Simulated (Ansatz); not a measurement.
# CH₅BOSi: how energies converge with the basis set

An exercise on one series of results from a longer session: the logs are not shown, and one member is left open.

Program: Ansatz 0.2.0, Gaussian basis. Level of theory: one geometry, several basis sets. These are calculated values, not measurements.

The runs, in order: PBE0-D4/def2-SVP; ωB97M-V/def2-SVP; PBE0-D4/def2-QZVPP; ωB97M-V/def2-QZVPP; the functionals' def2-TZVPP values are taken from earlier runs.

## Structure used throughout

All runs share one geometry, relaxed beforehand with PBE0-D4 in a triple-zeta def2 set.

9 atoms, charge 0, spin multiplicity 1.

Atoms are counted from 1 here; the program's logs count them from 0.

Bond lengths: B1–Si2 1.974 Å, B1–H5 1.194 Å, B1–H6 1.195 Å, Si2–C3 1.837 Å, Si2–O4 1.685 Å, Si2–H7 1.482 Å, C3–O4 1.436 Å, C3–H8 1.088 Å, C3–H9 1.089 Å. Angles: Si2–B1–H5 119.5°, Si2–B1–H6 121.5°, H5–B1–H6 118.9°, B1–Si2–C3 116.7°, B1–Si2–O4 118.9°, B1–Si2–H7 121.5°, C3–Si2–O4 47.9°, C3–Si2–H7 117.2°, O4–Si2–H7 113.3°, Si2–C3–O4 60.5°, Si2–C3–H8 122.1°, Si2–C3–H9 119.1°, O4–C3–H8 114.2°, O4–C3–H9 114.3°, H8–C3–H9 114.5°, Si2–O4–C3 71.6°.

The first run:

in.yaml reads:

```yaml
crystal:
  periodic: [false, false, false]
  atoms:
    - {symbol: B, position_ang: [-0.419598, 1.737058, -0.095867]}
    - {symbol: Si, position_ang: [0.509268, 0.093556, 0.482430]}
    - {symbol: C, position_ang: [0.015842, -1.468427, -0.348308]}
    - {symbol: O, position_ang: [-0.407770, -1.220710, 1.001375]}
    - {symbol: H, position_ang: [-1.608076, 1.730878, -0.208576]}
    - {symbol: H, position_ang: [0.185407, 2.716332, -0.416119]}
    - {symbol: H, position_ang: [1.862010, 0.140899, 1.087019]}
    - {symbol: H, position_ang: [-0.796412, -1.506960, -1.071287]}
    - {symbol: H, position_ang: [0.747830, -2.268928, -0.447769]}
basis:
  gaussian: {orbitals: def2-SVP}
hamiltonian: {xc: pbe0, dispersion: d4}
output: {orbitals: {seedname: orbitals}}
```

Started as:

```sh
$ ansatz run in.yaml --threads 2 --pin off --events-out ev --progress --plain --max-ram 4352MiB
```

Steps of the session up to this table: PBE0-D4 in def2-SVP; ωB97M-V in def2-SVP; PBE0-D4 in def2-QZVPP; ωB97M-V in def2-QZVPP.

One of the session's tables, all rows but one given; the rest of the session is left out.

It belongs to the step «Functionals by basis». 

| functional | basis | HOMO (eV) | LUMO (eV) |
| --- | --- | --- | --- |
| PBE0-D4 | def2-SVP | ? | ? |
| PBE0-D4 | def2-TZVPP | -7.44 | -2.84 |
| PBE0-D4 | def2-QZVPP | -7.46 | -2.86 |
| ωB97M-V | def2-SVP | -9.50 | -0.78 |
| ωB97M-V | def2-TZVPP | -9.55 | -0.93 |
| ωB97M-V | def2-QZVPP | -9.57 | -0.98 |

Q: Estimate the row for PBE0-D4, def2-SVP from the others.

As computed: HOMO (eV): -7.41; LUMO (eV): -2.77. In the column «HOMO (eV)» it is the highest.
